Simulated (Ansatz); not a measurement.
Task: a single point from an input written key by key of C₃H₄AlF, SMILES [CH3][Al]1[CH]=[C]1F, with the Ansatz DFT code, driven from Python. Give the script and its output. Use: MP2, def2-SVP basis, multiplicity 1.

```xyz
9

C    -1.2493   -0.8820   -1.0577
Al    0.1151   -0.0016    0.0496
C     1.1952    0.1747    1.4634
C     1.3135    1.3298    0.6043
F     1.7261    2.5539    0.3353
H    -1.1997   -1.9253   -1.0250
H    -2.2686   -0.5357   -0.6839
H    -1.1478   -0.4815   -2.1267
H     1.6040   -0.2786    2.4237
```

The script, `deck_c3h4alf.py`:
```python
"""Run C3H4AlF from an input written out key by key."""

import ansatz as az
import numpy as np

deck = {
    "crystal": {
        "periodic": [False, False, False],
        "atoms": [
            {"symbol": "C", "position_ang": [-1.2493, -0.882, -1.0577]},
            {"symbol": "Al", "position_ang": [0.1151, -0.0016, 0.0496]},
            {"symbol": "C", "position_ang": [1.1952, 0.1747, 1.4634]},
            {"symbol": "C", "position_ang": [1.3135, 1.3298, 0.6043]},
            {"symbol": "F", "position_ang": [1.7261, 2.5539, 0.3353]},
            {"symbol": "H", "position_ang": [-1.1997, -1.9253, -1.025]},
            {"symbol": "H", "position_ang": [-2.2686, -0.5357, -0.6839]},
            {"symbol": "H", "position_ang": [-1.1478, -0.4815, -2.1267]},
            {"symbol": "H", "position_ang": [1.604, -0.2786, 2.4237]},
        ],
    },
    "basis": {"gaussian": {"orbitals": "def2-SVP"}},
    "correlation": {"method": "mp2"},
    "output": {"forces": True},
}
session = az.Session.from_dict(deck)
rep = session.plan(threads=1).execute().report

print("reference energy %16.6f eV" % rep["reference_energy_ev"])
print("total energy     %16.6f eV" % rep["free_energy_ev"])
print("occupied orbitals outside the frozen core (up, down):", rep["n_occupied"], " frozen:", rep["n_frozen"], " virtual:", rep["n_virtual"])
symbols = ["C", "Al", "C", "C", "F", "H", "H", "H", "H"]
print("correlation energy", round(rep["free_energy_ev"] - rep["reference_energy_ev"], 5), "eV")
cluster = rep["correlation"].get("coupled_cluster")
if cluster:
    print("cycles", cluster["cycles"], " T1 diagnostic", round(cluster["t1_diagnostic"], 4), " largest double", round(cluster["largest_double"], 4))
state = rep["mean_field"]["state"]
print(f"mean field: {state['energy']['hartree']:.7f} Ha, <S^2> = {abs(state['spin_squared']):.4f}, stability: {state.get('stability', {}).get('kind')}")

print("forces (eV/A)")
for symbol, f in zip(symbols, rep["forces_ev_ang"]):
    print(f"  {symbol:2s} {f[0]:9.4f} {f[1]:9.4f} {f[2]:9.4f}")
charges = rep["charge_distribution"]
print("dipole moment", round(4.803205 * float(np.linalg.norm(charges["dipole_moment_e_ang"])), 3), "D")
print("Mulliken:", [(s, round(q, 3)) for s, q in zip(symbols, charges["mulliken_charges_e"])])
```

```console
$ python deck_c3h4alf.py
reference energy    -12433.441449 eV
total energy        -12451.033977 eV
occupied orbitals outside the frozen core (up, down): [13, 13]  frozen: 9  virtual: [72, 72]
correlation energy -17.59253 eV
mean field: -456.9205456 Ha, <S^2> = 0.0000, stability: minimum
forces (eV/A)
  C    -0.7765    3.3934   -0.6604
  Al   -1.5187   -0.3230   -2.1606
  C     2.6174    1.5026    2.0241
  C    -2.6673   -2.8425   -0.7750
  F     1.4769    0.3929    1.5876
  H     0.0224   -2.1447   -0.0949
  H     1.0135   -0.4716   -0.4153
  H    -0.1665   -0.7146    1.2617
  H    -0.0012    1.2075   -0.7674
dipole moment 2.204 D
Mulliken: [('C', -0.481), ('Al', 0.655), ('C', -0.296), ('C', 0.047), ('F', -0.193), ('H', 0.068), ('H', 0.075), ('H', 0.082), ('H', 0.042)]
```

Notes:
- Total energies depend on the basis set; only differences at equal settings carry meaning.
- The geometry is a force-field or estimated start, not a minimum of this method, and the basis set is short of its limit.
- Wall time of the script: 6.4 s on 1 thread of Intel(R) Xeon(R) Platinum 8259CL CPU @ 2.50GHz (Skylake/Cascade Lake), on a shared host, peak memory 0.25 GiB.
